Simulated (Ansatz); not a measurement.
**wB97M-V/cc-pVDZ run of GeSiH3ClO (SMILES [SiH3][O][Ge][Cl])**

What is the vertical singlet–triplet gap of GeSiH3ClO at wB97M-V/cc-pVDZ? 

The calculation is run with Ansatz 0.2.0.

125 further runs of the same task are left out: 125 set aside as unsound or not needed.

## (1) The molecule

The species is GeSiH3ClO (7 atoms), meant as a singlet with charge 0. As SMILES, `[SiH3][O][Ge][Cl]`. The shape is that of a PBE0-D4/def2-TZVP optimisation. This is one conformer, not always the lowest.

Bond lengths: Si1–O2 1.655 Å, O2–Ge3 1.768 Å, Ge3–Cl4 2.210 Å, Si1–H5 1.484 Å, Si1–H6 1.484 Å, Si1–H7 1.484 Å. Angles: Si1–O2–Ge3 138.4°, O2–Ge3–Cl4 99.4°, O2–Si1–H5 107.2°, O2–Si1–H6 110.4°, O2–Si1–H7 110.5°, H5–Si1–H6 109.5°, H5–Si1–H7 109.5°, H6–Si1–H7 109.7°.

## (2) The energy at wB97M-V/cc-pVDZ

File job.yaml:

```yaml
crystal:
  periodic: [false, false, false]
  atoms:
    - {symbol: Si, position_ang: [0.184400, 0.664200, -0.614200]}
    - {symbol: O, position_ang: [0.434500, -0.959500, -0.413800]}
    - {symbol: Ge, position_ang: [0.076600, -2.215900, 0.776900]}
    - {symbol: Cl, position_ang: [-0.991800, -0.995100, 2.277600]}
    - {symbol: H, position_ang: [0.795900, 1.045400, -1.911300]}
    - {symbol: H, position_ang: [-1.268900, 0.965100, -0.643300]}
    - {symbol: H, position_ang: [0.830700, 1.427800, 0.482400]}
basis:
  gaussian:
    orbitals: cc-pVDZ
accuracy: high
hamiltonian:
  xc: {name: wB97M-V}
output:
  orbitals: {seedname: orbitals}
```

The run is started by

```sh
$ ansatz run job.yaml --threads 1 --pin off --max-ram 3480MiB --events-out events.jsonl --progress --plain --runs-dir runs
```

Standard output:

```text
Warning: RAYON_NUM_THREADS=1 ignored (pool sized by the plan → 1); use --threads N
Functional definition: wB97M-V
  name "wB97M-V"
  parameter omega = 0.3/bohr
  parameter cx = 0.15
  parameter cx01 = 1.007
  parameter cx10 = 0.259
  parameter css00 = 0.443
  parameter css04 = -1.437
  parameter css10 = -4.535
  parameter css20 = -3.390
  parameter css43 = 4.278
  parameter cos00 = 1.000
  parameter cos10 = 1.358
  parameter cos20 = 2.924
  parameter cos21 = -8.812
  parameter cos60 = -1.390
  parameter cos61 = 9.142
  parameter b = 6.0
  parameter c = 0.01
  gx(w, u) = 1 - cx + cx01*u + cx10*w
  gss(w, u) = css00 + css04*u^4 + css10*w + css20*w^2 + css43*w^4*u^3
  gos(w, u) = cos00 + cos10*w + (cos20 + cos21*u)*w^2 + (cos60 + cos61*u)*w^6
  exchange = spin_sum(e_x_unif_sr(omega)*gx(b97_w, b97_u_x)) + cx*exact_x_sr(omega) + exact_x_lr(omega)
  correlation = spin_sum(e_c_pw_mod_same_spin*gss(b97_w, b97_u_same))
      + integral(e_c_pw_mod_opposite_spin*gos(b97_w_opposite, b97_u_opposite)) + vv10(b, c)
2087 factors; integrals over basis functions are off by at most 4.4e-9 eV
396 factors; integrals over basis functions are off by at most 1.8e-9 eV
mean field evaluation 1: about -79007.0920 eV, gradient 4.6e1 eV
mean field evaluation 2: about -79003.5061 eV, gradient 6.6e1 eV
mean field evaluation 4: about -79011.2857 eV, gradient 1.8e0 eV
mean field evaluation 8: about -79011.3743 eV, gradient 1.2e-1 eV
mean field evaluation 16: about -79011.3744 eV, gradient 3.0e-5 eV
mean field -79011.37435701 eV, -2903.6144517869 hartree, gradient 1.8e-8 eV, S^2 0.000000; 0 other end points of the search recorded, 0 dependent functions left out
reference -79011.37436127 eV, -2903.6144519434 hartree; 37, 37 occupied and 55, 55 virtual orbitals, 2087 factors
Total energy: -79011.37436127 eV, -2903.6144519434 hartree
```

Wall time 1.8 min (1 thread of Arm Neoverse V1, shared host); peak memory 0.69 GiB.

## (3) The triplet at the same level

File input.yaml:

```yaml
crystal:
  periodic: [false, false, false]
  atoms:
    - {symbol: Si, position_ang: [0.184400, 0.664200, -0.614200]}
    - {symbol: O, position_ang: [0.434500, -0.959500, -0.413800]}
    - {symbol: Ge, position_ang: [0.076600, -2.215900, 0.776900]}
    - {symbol: Cl, position_ang: [-0.991800, -0.995100, 2.277600]}
    - {symbol: H, position_ang: [0.795900, 1.045400, -1.911300]}
    - {symbol: H, position_ang: [-1.268900, 0.965100, -0.643300]}
    - {symbol: H, position_ang: [0.830700, 1.427800, 0.482400]}
basis:
  gaussian:
    orbitals: cc-pVDZ
output: {orbitals: {seedname: orbitals}}
accuracy: high
magnetization:
  spin_polarized: true
  initial_magnetization: 2
hamiltonian:
  xc: {name: wB97M-V}
```

The run is started by

```sh
$ ansatz run input.yaml --threads 1 --pin off --max-ram 3480MiB --events-out events.jsonl --progress --plain --runs-dir runs
```

Standard output, cut to the lines that bear on the results:

```text
Warning: RAYON_NUM_THREADS=1 ignored (pool sized by the plan → 1); use --threads N
Functional definition: wB97M-V
  name "wB97M-V"
[...]
  gx(w, u) = 1 - cx + cx01*u + cx10*w
  gss(w, u) = css00 + css04*u^4 + css10*w + css20*w^2 + css43*w^4*u^3
  gos(w, u) = cos00 + cos10*w + (cos20 + cos21*u)*w^2 + (cos60 + cos61*u)*w^6
[...]
      + integral(e_c_pw_mod_opposite_spin*gos(b97_w_opposite, b97_u_opposite)) + vv10(b, c)
2087 factors; integrals over basis functions are off by at most 4.4e-9 eV
396 factors; integrals over basis functions are off by at most 1.8e-9 eV
[...]
mean field -79007.98530625 eV, -2903.4899064688 hartree, gradient 9.3e-8 eV, S^2 2.004067; 0 other end points of the search recorded, 0 dependent functions left out
reference -79007.98531033 eV, -2903.4899066186 hartree; 38, 36 occupied and 54, 56 virtual orbitals, 2087 factors
Total energy: -79007.98531033 eV, -2903.4899066186 hartree
```

Wall time 3.4 min (1 thread of Arm Neoverse V1, shared host); peak memory 1.3 GiB.

## (4) Summary of results

At wB97M-V/cc-pVDZ:

```
                                        quantity           value
                           singlet: total energy  -2903.61445 Eh
                            singlet: HOMO energy       -10.19 eV
                            singlet: LUMO energy        -0.52 eV
                          singlet: HOMO–LUMO gap         9.67 eV
                           triplet: total energy  -2903.48991 Eh
     triplet: HOMO energy (highest over α and β)        -6.90 eV
      triplet: LUMO energy (lowest over α and β)        -3.95 eV
                                   triplet: ⟨S²⟩           2.004
vertical energy of the triplet above the singlet        3.389 eV
```

What this shows: At this shape the triplet lies 3.39 eV (327 kJ/mol) above the singlet.
